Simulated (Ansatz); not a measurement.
# MnO: the cost of one run

Computed with Ansatz 0.2.0 (DFT r²SCAN+U (U_eff = 4 eV on Mn d), plane waves, PAW, unless a step's input says otherwise).

## Step 1: The structure to begin with

The structure is hexagonal, space group P6_3mc (No. 186). Conventional cell: a = 3.372 Å, b = 3.372 Å, c = 5.385 Å, α = 90.00°, β = 90.00°, γ = 120.00°. Mn (site symmetry 3m) has 4 O at 1.96 to 2.08 Å in its first shell of neighbours. O (site symmetry 3m) is surrounded by 4 Mn at 1.96 to 2.08 Å.

Structure file:

```cif
data_structure
_symmetry_space_group_name_H-M 'P 1'
_symmetry_Int_Tables_number 1
_cell_length_a 3.3717
_cell_length_b 3.3717
_cell_length_c 5.3855
_cell_angle_alpha 90.000
_cell_angle_beta 90.000
_cell_angle_gamma 120.000
_cell_volume 53.02
loop_
_atom_site_label
_atom_site_type_symbol
_atom_site_fract_x
_atom_site_fract_y
_atom_site_fract_z
_atom_site_occupancy
Mn1 Mn 0.33333 0.66667 0.01096 1
Mn2 Mn 0.66667 0.33333 0.51096 1
O1 O 0.33333 0.66667 0.37547 1
O2 O 0.66667 0.33333 0.87547 1
```

Magnetic order typed: ferromagnetic.

## Step 2: From atoms, symmetry kept, no search

input.yaml reads:

```yaml
crystal:
  lattice:
    - [3.37170019, 0.0, 0.0]
    - [-1.68585009, 2.91997802, 0.0]
    - [0.0, 0.0, 5.38549882]
  atoms:
    - { symbol: Mn, position: [0.3333333333, 0.6666666667, 0.01096], spin: 5.0 }
    - { symbol: Mn, position: [0.6666666667, 0.3333333333, 0.51096], spin: 5.0 }
    - { symbol: O, position: [0.3333333333, 0.6666666667, 0.37547] }
    - { symbol: O, position: [0.6666666667, 0.3333333333, 0.87547] }
basis:
  ecutwfc: 500
  ecutrho_ratio: 4
kpoints:
  mp_grid: { grid: [6, 6, 4] }
hamiltonian:
  xc: r2scan
  hubbard:
    sites: [{ site: 0, l: d, u_eff: 4.0 }, { site: 1, l: d, u_eff: 4.0 }]
scf:
  occupations: { method: gaussian, width: 0.05 }
  lower_state_search: "off"
  max_iter: 150
output:
  forces: true
  stress: true
  eigenvalues: true
  populations: true
  hubbard: { sites: [{ site: 0, l: d }, { site: 1, l: d }] }
magnetization:
  spin_polarized: true
```

On the command line:

```console
ansatz run input.yaml --threads 4 --pin off --max-ram 6144MiB --backend cpu --events-out ev --progress --plain --runs-dir out
```

What time and memory should one allow on 4 threads of Arm Neoverse V1, shared host?

About 8.4 s, with a peak of 0.53 GiB.
